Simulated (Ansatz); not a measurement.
# TiBr2F2: basis-set convergence

One table from this session's results is given with a row withheld; the runs are named, their logs left out.

Method: one geometry, several basis sets; program: Ansatz 0.2.0, Gaussian basis.

Plan: PBE0-D4/def2-SVP; ωB97M-V/def2-SVP; PBE0-D4/def2-QZVPP; ωB97M-V/def2-QZVPP; the functionals' def2-TZVPP values are taken from earlier runs.

## The relaxed structure

An earlier PBE0-D4 in a triple-zeta def2 set relaxation fixed the geometry.

SMILES `[F][Ti]([F])([Br])[Br]`, 5 atoms, charge 0, spin multiplicity 1.

Atoms are counted from 1 here; the program's logs count them from 0.

Bond lengths: F1–Ti2 1.733 Å, Ti2–F3 1.733 Å, Ti2–Br4 2.325 Å, Ti2–Br5 2.325 Å. Angles: F1–Ti2–F3 109.3°, F1–Ti2–Br4 109.5°, F1–Ti2–Br5 109.5°, F3–Ti2–Br4 109.5°, F3–Ti2–Br5 109.5°, Br4–Ti2–Br5 109.6°.

As a file:

```xyz
5
Br2F2Ti
F     0.0512   -0.3628    1.7720
Ti    0.0948   -0.0945    0.0606
F     1.3951   -1.0080   -0.6305
Br   -1.9179   -0.7755   -0.8824
Br    0.4265    2.1672   -0.3612
```

The first run:

File in.yaml:

```yaml
crystal:
  periodic: [false, false, false]
  atoms:
    - {symbol: F, position_ang: [0.051229, -0.362833, 1.772012]}
    - {symbol: Ti, position_ang: [0.094778, -0.094523, 0.060594]}
    - {symbol: F, position_ang: [1.395116, -1.007965, -0.630481]}
    - {symbol: Br, position_ang: [-1.917856, -0.775523, -0.882355]}
    - {symbol: Br, position_ang: [0.426532, 2.167245, -0.361171]}
basis:
  gaussian: {orbitals: def2-SVP}
hamiltonian: {xc: pbe0, dispersion: d4}
output: {orbitals: {seedname: orbitals}}
```

Command:

```
> ansatz run in.yaml --threads 4 --pin off --events-out ev --progress --plain --max-ram 11315MiB
```

Among the steps run: PBE0-D4 in def2-SVP; ωB97M-V in def2-SVP; PBE0-D4 in def2-QZVPP; ωB97M-V in def2-QZVPP.

One table of the session follows, with a row left open; its other results are not shown here.

It belongs to the step «Density functionals: the series». 

```
functional       basis  HOMO (eV)  LUMO (eV)
   PBE0-D4    def2-SVP      -9.00      -3.76
   PBE0-D4  def2-TZVPP          ?          ?
   PBE0-D4  def2-QZVPP      -9.06      -3.64
   ωB97M-V    def2-SVP     -11.07      -1.62
   ωB97M-V  def2-TZVPP     -11.17      -1.54
   ωB97M-V  def2-QZVPP     -11.17      -1.54
```

Q: Estimate the row for PBE0-D4, def2-TZVPP from the others.

The run gave: HOMO (eV): -9.06; LUMO (eV): -3.65.
